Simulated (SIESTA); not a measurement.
# CsLiCr2Te2S3 in SIESTA: the effect of starting spin order

The system is CsLiCr2Te2S3.

```
Cs Li Cr Te S
1.0
     3.42162   -5.18069    0.00784
     3.42162    5.18069    0.00784
    -2.90411    0.00000    7.43093
Cs Li Cr Te S
1 1 2 2 3
Direct
  0.09374 0.09374 0.00853
  0.58875 0.58875 0.55336
  0.05646 0.46755 0.55790
  0.46755 0.05646 0.55790
  0.56486 0.87357 0.29035
  0.87357 0.56486 0.29035
  0.81151 0.39697 0.73347
  0.39697 0.81151 0.73347
  0.21404 0.21404 0.48371
```

The cell was built by a generator and needn't be a form met in nature.

Alike in all runs:

| Property | Result |
| --- | --- |
| Program | SIESTA 5.4.2 |
| Task | single point |
| Functional | PBE |
| Potentials or basis | PseudoDojo 0.4 standard (PBE files) |
| Basis | DZP (energy shift 0.003 Ry; two zetas on semicore shells; d shell added on Cs) |
| Grid cutoff | 800 Ry |
| Energy shift | 0.003 Ry |
| k mesh | 5 × 5 × 4 |
| Occupations | fermi-dirac, width 0.05 eV |

```tsv
starting spin order	spin	starting moments	energy over the lowest run (meV/atom)	pressure (GPa)	largest force (eV/Å)	final net moment (μB)	final largest site moment (μB)
nm	collinear spin, zero start	[0.0, 0.0, 0.0, 0.0, 0.0, 0.0, 0.0, 0.0, 0.0] μB	?	?	?	?	?
fm	collinear spin, ferromagnetic start	[0.0, 0.0, 3.0, 3.0, 0.0, 0.0, 0.0, 0.0, 0.0] μB	0.0	0.5	0.28	4.02	2.63
fm_larger	collinear spin, fm_larger start	[0.0, 0.0, 4.5, 4.5, 0.0, 0.0, 0.0, 0.0, 0.0] μB	0.0	0.5	0.28	4.02	2.63
afm	collinear spin, antiferromagnetic start	[0.0, 0.0, 3.0, -3.0, 0.0, 0.0, 0.0, 0.0, 0.0] μB	35.9	0.3	0.34	0.00	2.37
ferri	collinear spin, ferrimagnetic start	[0.0, 0.0, 3.0, -1.5, 0.0, 0.0, 0.0, 0.0, 0.0] μB	35.9	0.3	0.34	0.00	2.37
```

**Question.** What does the run with starting spin order nm give?

**Answer.** Energy over the lowest run 115.4 meV/atom; pressure -1.8 GPa; largest force 0.71 eV/Å; final net moment 0.00 μB; final largest site moment 0.00 μB.

Caveats: the basis of atomic orbitals isn't converged, which shifts pressures, moduli and gaps.
